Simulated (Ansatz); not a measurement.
A run of Ansatz 0.2.0 is set up as follows.

input.yaml

```yaml
crystal:
  lattice:
    - [4.806367, 0.0, 0.0]
    - [0.0, 4.806367, 0.0]
    - [0.0, 0.0, 4.806367]
  atoms:
    - { symbol: Sb, position: [0.5, 0.5, 0.0] }
    - { symbol: Sb, position: [0.0, 0.5, 0.5] }
    - { symbol: Sb, position: [0.5, 0.0, 0.5] }
    - { symbol: In, position: [0.0, 0.0, 0.0] }
hamiltonian:
  xc: pbesol
  pseudopotentials: { kind: paw }
kpoints:
  mp_grid: { grid: [6, 6, 6] }
scf:
  occupations: { method: fermi_dirac, width: 0.05 }
output:
  forces: true
  stress: true
elastic:
  mode: relaxed_ion
  stencil: two_point
```

Potentials or basis: Ansatz PAW.

Launch:

```sh
$ ansatz run input.yaml --threads 2 --pin off --max-ram 5632MiB --backend cpu --events-out ev --progress --plain --runs-dir out
```

Estimate the elastic constants C11, C12, C44.

50, 45, 4 GPa.

Estimate the Voigt bulk modulus.

47 GPa.

Predict the band gap on the k mesh.

none (metal or under the smearing width).

Estimate the pressure.

-2.7 GPa.

Elastic tensor in Voigt notation (GPa, in the Cartesian axes of the cell as first typed):
```
50 45 45  0  0  0
45 50 45  0  0  0
45 45 50  0  0  0
 0  0  0  4  0  0
 0  0  0  0  4  0
 0  0  0  0  0  4
```

Caveat: elastic constants of metals need much finer meshes, so these are rough; the PAW data sets come from PBE, with cores solved anew for the run's functional, which leaves a small shift of forces and pressure. Spin-orbit coupling is left out, which matters for the levels of Sb.
